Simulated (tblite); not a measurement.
# C2H3BF2 (SMILES B/C(F)=C\F) at GFN1-xTB

What is the electronic atomisation energy of C2H3BF2 at GFN1-xTB? Input form: a Python script.

The results are computed with tblite 0.8.0.

16 further runs of the same task are left out: 16 set aside as unsound or not needed.

## 1. The system as given

C2H3BF2 has 8 atoms, charge 0, and is taken as a singlet. As SMILES, `B/C(F)=C\F`. The shape was relaxed beforehand at GFN1-xTB.

Bond lengths: B1–C2 1.526 Å, C2–F3 1.352 Å, C2–C4 1.341 Å, C4–F5 1.322 Å, B1–H6 1.180 Å, B1–H7 1.180 Å, C4–H8 1.085 Å. Angles: B1–C2–F3 118.3°, B1–C2–C4 128.1°, F3–C2–C4 113.6°, C2–C4–F5 120.8°, C2–B1–H6 118.8°, C2–B1–H7 120.1°, C2–C4–H8 126.2°, F5–C4–H8 113.0°, H6–B1–H7 121.0°.

## 2. The harmonic vibrations at GFN1-xTB

Contents of molecule.xyz:

```xyz
8

B      0.733223     1.116634    -0.010675
C      0.313981    -0.350845     0.007497
F      1.281960    -1.293925     0.029325
C     -0.927503    -0.856534     0.005199
F     -1.982540    -0.059790    -0.015259
H     -0.104355     1.947830    -0.030194
H      1.876782     1.405656    -0.004956
H     -1.191528    -1.909015     0.019063
```

Contents of script.py:

```python
# GFN1-xTB harmonic vibrations
import json
import numpy as np
from tblite.interface import Calculator
from tblite.interface import symbols_to_numbers
from ase.data import atomic_masses

symbols = list(map(str, np.loadtxt("molecule.xyz", skiprows=2, usecols=0, dtype=str, ndmin=1)))
numbers = np.array(symbols_to_numbers(symbols))
positions = np.loadtxt("molecule.xyz", skiprows=2, usecols=(1, 2, 3), ndmin=2) / 0.5291772

calculator = Calculator("GFN1-xTB", numbers, positions, charge=0, uhf=0)
calculator.set("verbosity", 0)
calculator.set("accuracy", 0.01)
res = calculator.singlepoint()
h = 0.005  # bohr
n = positions.size
H, D = np.zeros((n, n)), np.zeros((n, 3))
for a in range(n):
    g, d = [], []
    for sign in (1, -1):
        x = positions.ravel().copy()
        x[a] += sign * h
        calculator.update(x.reshape(-1, 3))
        y = calculator.singlepoint()
        g.append(y.get('gradient').ravel())
        d.append(y.get('dipole'))
    H[a], D[a] = (g[0] - g[1]) / (2 * h), (d[0] - d[1]) / (2 * h)
mass = np.repeat(atomic_masses[numbers], 3)
H = (H + H.T) / 2 / np.sqrt(np.outer(mass, mass))
# project out translations and rotations
com = positions - atomic_masses[numbers] @ positions / atomic_masses[numbers].sum()
T = [np.tile(v, len(numbers)) for v in np.eye(3)] + [np.cross(com, v).ravel() for v in np.eye(3)]
U, sv, _ = np.linalg.svd((np.array(T) * np.sqrt(mass)).T)
Q = U[:, (sv > 1e-3 * sv.max()).sum():]
w, V = np.linalg.eigh(Q.T @ H @ Q)
freq = np.sign(w) * np.sqrt(np.abs(w)) * 5140.487
inten = (((Q @ V).T / np.sqrt(mass)) @ D) ** 2
inten = inten.sum(axis=1) * 974.88
print(f"E = {res.get('energy'):.8f} Eh, max gradient {np.abs(res.get('gradient')).max():.2e} Eh/bohr")
print("mode   frequency/cm^-1   IR/(km/mol)")
for i, (v, s) in enumerate(zip(freq, inten), 1):
    print(f"{i:4d} {v:14.2f} {s:14.3f}")
zpe = freq[freq > 0].sum() / 2 / 219474.63
print(f"imaginary modes: {(freq < -10).sum()}, zero-point energy {zpe:.6f} Eh = {zpe * 2625.4996:.4f} kJ/mol")
out = {k: np.asarray(res.get(k)).tolist() for k in ("energy", "gradient", "charges", "dipole", "orbital-energies", "orbital-occupations")}
out.update(symbols=symbols, positions=(positions * 0.529177210903).tolist(), frequencies=freq.tolist(), intensities=inten.tolist(), zpe=zpe)
json.dump(out, open("results.json", "w"))
```

Launch:

```
python script.py
```

The log of the run:

```text
E = -17.46101176 Eh, max gradient 2.65e-05 Eh/bohr
mode   frequency/cm^-1   IR/(km/mol)
   1         202.73          2.814
   2         247.70          2.112
   3         281.90         17.414
   4         354.40          7.660
   5         391.72          4.124
   6         520.36          1.210
   7         787.08          0.299
   8         809.79         34.028
   9         862.45         20.983
  10         866.44         91.904
  11        1161.39        212.731
  12        1162.79         76.311
  13        1193.65         68.672
  14        1316.85         27.662
  15        1637.85        163.028
  16        2582.15         73.697
  17        2630.45        119.106
  18        3094.22          8.871
imaginary modes: 0, zero-point energy 0.045800 Eh = 120.2483 kJ/mol
```

Wall time 0.54 s (1 thread of Intel Xeon at 2.70GHz, shared host).

## 3. The B atom: a single-point energy at GFN1-xTB

Contents of script.py:

```python
import json
import numpy as np
from tblite.interface import Calculator

symbols = ["B"]
numbers = np.array([5])
positions = np.array([  # bohr
    [0.000000, 0.000000, 0.000000],
])

xtb = Calculator("GFN1-xTB", numbers, positions, charge=0, uhf=1)
xtb.set("verbosity", 0)
xtb.set("accuracy", 0.1)
xtb.add("spin-polarization", 1.0)
wfn = xtb.singlepoint()

print(f"Total energy: {wfn.get('energy') * 27.211386:.8f} eV")
eps = np.atleast_2d(wfn.get("orbital-energies")) * 27.211386
occ = np.atleast_2d(wfn.get("orbital-occupations"))
filled = occ.sum(axis=0) if eps.shape[0] == 1 else occ[0]
homo = np.nonzero(filled > 0.5)[0].max()
print(f"HOMO {eps[0, homo]:.4f} eV")
if homo + 1 < eps.shape[1]:
    print(f"LUMO {eps[0, homo + 1]:.4f} eV, gap {eps[0, homo + 1] - eps[0, homo]:.4f} eV")
mu = wfn.get("dipole") * 2.541746
print(f"Dipole moment: {np.linalg.norm(mu):.4f} D, components " + " ".join(f"{c:.4f}" for c in mu))
q = wfn.get("charges")
print("Charges:", " ".join(f"{s}{i + 1}={c:+.4f}" for i, (s, c) in enumerate(zip(symbols, q))))
out = {k: np.asarray(wfn.get(k)).tolist() for k in ("energy", "gradient", "charges", "dipole", "orbital-energies", "orbital-occupations")}
out.update(symbols=symbols, positions=(positions * 0.529177210903).tolist())
json.dump(out, open("results.json", "w"))
```

Run the same way, it converges to -1.20966 Eh (log not shown).

## 4. The C atom: a single-point energy at GFN1-xTB

Contents of xtb_job.py:

```python
# GFN1-xTB single point
import json
import numpy as np
from tblite.interface import Calculator

symbols = ["C"]
numbers = np.array([6])
positions = np.array([
    [0.000000, 0.000000, 0.000000],
]) / 0.529177210903  # angstrom to bohr

tb = Calculator("GFN1-xTB", numbers, positions, charge=0, uhf=2)
tb.set("accuracy", 0.1)
tb.add("spin-polarization", 1.0)
sp = tb.singlepoint()

print(f"total energy: {sp.get('energy') * 627.5095:.8f} kcal/mol")
eps = np.atleast_2d(sp.get("orbital-energies")) * 27.211386
occ = np.atleast_2d(sp.get("orbital-occupations"))
filled = occ.sum(axis=0) if eps.shape[0] == 1 else occ[0]
homo = np.nonzero(filled > 0.5)[0].max()
print("  MO   occupation   energy/eV")
for i in range(max(0, homo - 4), min(eps.shape[1], homo + 5)):
    print(f"{i + 1:4d} {filled[i]:10.4f} {eps[0, i]:12.4f}")
mu = sp.get("dipole") * 2.541746
print(f"Dipole moment: {np.linalg.norm(mu):.4f} D, components " + " ".join(f"{c:.4f}" for c in mu))
q = sp.get("charges")
print("Charges:", " ".join(f"{s}{i + 1}={c:+.4f}" for i, (s, c) in enumerate(zip(symbols, q))))
out = {k: np.asarray(sp.get(k)).tolist() for k in ("energy", "gradient", "charges", "dipole", "orbital-energies", "orbital-occupations")}
out.update(symbols=symbols, positions=(positions * 0.529177210903).tolist())
json.dump(out, open("results.json", "w"))
```

Run the same way, it converges to -1.78467 Eh (log not shown).

## 5. The F atom: the energy at GFN1-xTB

Contents of job.py:

```python
# GFN1-xTB single point
import json
import numpy as np
from tblite.interface import Calculator

symbols = ["F"]
numbers = np.array([9])
positions = np.array([  # bohr
    [0.000000, 0.000000, 0.000000],
])

calculator = Calculator("GFN1-xTB", numbers, positions, charge=0, uhf=1)
calculator.set("verbosity", 0)
calculator.set("accuracy", 0.1)
calculator.add("spin-polarization", 1.0)
wfn = calculator.singlepoint()

print(f"total energy: {wfn.get('energy'):.8f} Eh")
eps = np.atleast_2d(wfn.get("orbital-energies")) * 27.211386
occ = np.atleast_2d(wfn.get("orbital-occupations"))
filled = occ.sum(axis=0) if eps.shape[0] == 1 else occ[0]
homo = np.nonzero(filled > 0.5)[0].max()
print(f"HOMO {eps[0, homo]:.4f} eV")
if homo + 1 < eps.shape[1]:
    print(f"LUMO {eps[0, homo + 1]:.4f} eV, gap {eps[0, homo + 1] - eps[0, homo]:.4f} eV")
mu = wfn.get("dipole") * 2.541746
print(f"dipole: {np.linalg.norm(mu):.4f} D, components " + " ".join(f"{c:.4f}" for c in mu))
q = wfn.get("charges")
print("Charges:", " ".join(f"{s}{i + 1}={c:+.4f}" for i, (s, c) in enumerate(zip(symbols, q))))
out = {k: np.asarray(wfn.get(k)).tolist() for k in ("energy", "gradient", "charges", "dipole", "orbital-energies", "orbital-occupations")}
out.update(symbols=symbols, positions=(positions * 0.529177210903).tolist())
json.dump(out, open("results.json", "w"))
```

Run the same way, it converges to -5.01191 Eh (log not shown).

## 6. The H atom: a single-point energy at GFN1-xTB

Contents of xtb_job.py:

```python
import json
import numpy as np
from tblite.interface import Calculator
from tblite.interface import symbols_to_numbers

geometry = """
H      0.000000     0.000000     0.000000
"""
lines = [l.split() for l in geometry.strip().splitlines()]
symbols = [l[0] for l in lines]
numbers = np.array(symbols_to_numbers(symbols))
positions = np.array([l[1:4] for l in lines], float) / 0.5291772

xtb = Calculator("GFN1-xTB", numbers, positions, charge=0, uhf=1)
xtb.set("accuracy", 0.1)
xtb.add("spin-polarization", 1.0)
res = xtb.singlepoint()

print(f"Total energy: {res.get('energy') * 627.5095:.8f} kcal/mol")
eps = np.atleast_2d(res.get("orbital-energies")) * 27.211386
occ = np.atleast_2d(res.get("orbital-occupations"))
filled = occ.sum(axis=0) if eps.shape[0] == 1 else occ[0]
homo = np.nonzero(filled > 0.5)[0].max()
print(f"HOMO {eps[0, homo]:.4f} eV")
if homo + 1 < eps.shape[1]:
    print(f"LUMO {eps[0, homo + 1]:.4f} eV, gap {eps[0, homo + 1] - eps[0, homo]:.4f} eV")
mu = res.get("dipole") * 2.541746
print(f"Dipole moment: {np.linalg.norm(mu):.4f} D, components " + " ".join(f"{c:.4f}" for c in mu))
q = res.get("charges")
print("Charges:", " ".join(f"{s}{i + 1}={c:+.4f}" for i, (s, c) in enumerate(zip(symbols, q))))
out = {k: np.asarray(res.get(k)).tolist() for k in ("energy", "gradient", "charges", "dipole", "orbital-energies", "orbital-occupations")}
out.update(symbols=symbols, positions=(positions * 0.529177210903).tolist())
json.dump(out, open("results.json", "w"))
```

Launch:

```
python xtb_job.py
```

The log of the run:

```text
------------------------------------------------------------
  cycle        total energy    energy error   density error
------------------------------------------------------------
      1    -0.4372419744618  -4.3724197E-01   5.0000000E-01
      2    -0.4372419744618   0.0000000E+00   3.0000000E-01
      3    -0.4372419744618   0.0000000E+00   1.7998200E-05
      4    -0.4372419744618   0.0000000E+00   1.4044321E-14
------------------------------------------------------------

 total:                                   0.001 sec
Total energy: -274.37349277 kcal/mol
HOMO -12.8725 eV
LUMO -4.1209 eV, gap 8.7516 eV
Dipole moment: 0.0000 D, components 0.0000 0.0000 0.0000
Charges: H1=+0.0000
```

It took 0.16 s on 1 thread of Intel Xeon at 2.70GHz, shared host.

## 7. What came out

Level: GFN1-xTB.

```
                                     quantity         value
                       molecule: total energy  -17.46101 Eh
                      molecule: dipole moment        0.99 D
                        molecule: HOMO energy     -12.46 eV
                        molecule: LUMO energy      -9.07 eV
                      molecule: HOMO–LUMO gap       3.39 eV
           molecule: largest force on an atom    0.001 eV/Å
         molecule: lowest harmonic wavenumber      203 cm⁻¹
        molecule: highest harmonic wavenumber     3094 cm⁻¹
                  molecule: zero-point energy  120.2 kJ/mol
                         B atom: total energy   -1.20966 Eh
                        B atom: dipole moment        0.00 D
B atom: HOMO energy (as the program lists it)     -13.09 eV
B atom: LUMO energy (as the program lists it)      -8.14 eV
             B atom: largest force on an atom    0.000 eV/Å
                         C atom: total energy   -1.78467 Eh
                        C atom: dipole moment        0.00 D
C atom: HOMO energy (as the program lists it)     -11.29 eV
             C atom: largest force on an atom    0.000 eV/Å
                         F atom: total energy   -5.01191 Eh
                        F atom: dipole moment        0.00 D
F atom: HOMO energy (as the program lists it)     -18.09 eV
             F atom: largest force on an atom    0.000 eV/Å
                         H atom: total energy   -0.43724 Eh
                        H atom: dipole moment        0.00 D
H atom: HOMO energy (as the program lists it)     -12.87 eV
             H atom: largest force on an atom    0.000 eV/Å
                electronic atomisation energy     36.639 eV
```

**Reading.** Taking the molecule apart into free atoms costs 36.64 eV (845 kcal/mol), before zero-point energy and without spin-orbit coupling. Tight-binding and semi-empirical models aren't fitted to free atoms, so this value can be far from the true one. All 18 modes (molecule) are real, so the shape is a minimum at this level. Mulliken charges (molecule) run from -0.26 on F3 to +0.23 on C4.
